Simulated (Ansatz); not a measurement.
# BH₆NSn: basis-set convergence

How large a basis does BH₆NSn need? Two functionals are run in growing sets.

Program: Ansatz 0.2.0, Gaussian basis. Level of theory: one geometry, several basis sets. These are calculated values, not measurements.

Levels to be run: PBE0-D4/def2-SVP; ωB97M-V/def2-SVP; PBE0-D4/def2-QZVPP; ωB97M-V/def2-QZVPP; the functionals' def2-TZVPP values are taken from earlier runs.

## (1) Structure used throughout

An earlier PBE0-D4 in a triple-zeta def2 set relaxation fixed the geometry. Sn takes the def2 core potential; no spin-orbit term is included.

9 atoms, charge 0, spin multiplicity 1.

Atoms are counted from 1 here; the program's logs count them from 0.

Bond lengths: B1–Sn2 2.242 Å, B1–H4 1.194 Å, B1–H5 1.194 Å, Sn2–N3 2.040 Å, Sn2–H6 1.710 Å, Sn2–H7 1.725 Å, N3–H8 1.012 Å, N3–H9 1.012 Å. Angles: Sn2–B1–H4 120.9°, Sn2–B1–H5 120.7°, H4–B1–H5 118.4°, B1–Sn2–N3 108.5°, B1–Sn2–H6 114.5°, B1–Sn2–H7 110.5°, N3–Sn2–H6 104.3°, N3–Sn2–H7 112.0°, H6–Sn2–H7 106.9°, Sn2–N3–H8 112.9°, Sn2–N3–H9 113.3°, H8–N3–H9 107.1°.

## (2) PBE0-D4 in def2-SVP

Input file in.yaml:

```yaml
crystal:
  periodic: [false, false, false]
  atoms:
    - {symbol: B, position_ang: [-1.173105, 0.583400, -1.329898]}
    - {symbol: Sn, position_ang: [0.620339, 0.352507, -0.004934]}
    - {symbol: N, position_ang: [0.142444, -0.924142, 1.512760]}
    - {symbol: H, position_ang: [-2.092131, -0.175388, -1.254560]}
    - {symbol: H, position_ang: [-1.223724, 1.457388, -2.142030]}
    - {symbol: H, position_ang: [1.107162, 1.787512, 0.787993]}
    - {symbol: H, position_ang: [1.976704, -0.203720, -0.914729]}
    - {symbol: H, position_ang: [-0.181626, -1.824475, 1.181982]}
    - {symbol: H, position_ang: [0.912336, -1.099481, 2.146314]}
basis:
  gaussian: {orbitals: def2-SVP}
hamiltonian: {xc: pbe0, dispersion: d4}
output: {orbitals: {seedname: orbitals}}
```

Launch:

```bash
$ ansatz run in.yaml --threads 2 --pin off --events-out ev --progress --plain --max-ram 4352MiB
```

After this run come: ωB97M-V in def2-SVP; PBE0-D4 in def2-QZVPP; ωB97M-V in def2-QZVPP.

Before running them: what should the planned runs give, taken together? Wanted: PBE0-D4: double and triple zeta above quadruple; ωB97M-V: double and triple zeta above quadruple.

As calculated:

| quantity | value |
| --- | --- |
| PBE0-D4: double and triple zeta above quadruple | 3.25, 0.21 eV |
| ωB97M-V: double and triple zeta above quadruple | 3.45, 0.21 eV |

In words: PBE0-D4 gains 3.04 eV from double to triple zeta, then 0.21 eV more. Total energies overstate the basis error of differences, where much of it tends to cancel.
